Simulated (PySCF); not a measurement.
# CH6Al2Cl2O: the cost of one run

Computed with PySCF 2.14.0, with density-fitted response routines of our own, on a single molecule in the gas phase. Atoms count from 0, in the outputs and in this text.

## 1. The molecule as given

12 atoms, charge 0, multiplicity 1; geometry from: GFN2-xTB. The atoms were then displaced at random by about 0.01 Å, so the start is not that level's minimum.

Bonds of the start (Å): C0–O1 1.39, O1–Al2 1.63, Al2–Cl3 2.25, Cl3–Al4 2.16, Al4–Cl5 2.17, Cl5–Al2 2.22, C0–H6 1.07, C0–H7 1.10, C0–H8 1.09, Al2–H9 1.51, Al4–H10 1.54, Al4–H11 1.55.

## 2. Optimising the geometry at PBE0-D3(BJ)/def2-SVP

The job: settings as JSON, then the geometry in Å.

```
{"job": {"xc": "PBE0", "basis": "def2-SVP", "d3": "d3bj", "grid": 1, "shake": 0.01, "kind": "geom"}, "charge": 0, "multiplicity": 1}
C     -2.546550    -0.939100     0.111070
O     -1.407480    -0.145540     0.059380
Al    -0.111800     0.838600    -0.018710
Cl     1.328350     0.684690     1.703930
Al     2.915700     0.200570     0.324740
Cl     1.527740     0.144690    -1.344880
H     -2.329210    -1.920510     0.467170
H     -3.274470    -0.442090     0.774280
H     -3.005570    -0.974440    -0.872170
H     -0.288240     2.314690    -0.279610
H      3.392930    -1.231830     0.636330
H      3.838280     1.442010     0.194150
```

Launch:

```console
$ OMP_NUM_THREADS=1 python probes_run.py task.json out
```

One launch serves the whole session: the jobs run in the order shown.

Q: Estimate the wall time and peak memory of this first job on 1 thread of Arm Neoverse V1, shared host.

About 3.2 min, with a peak of 0.55 GiB.
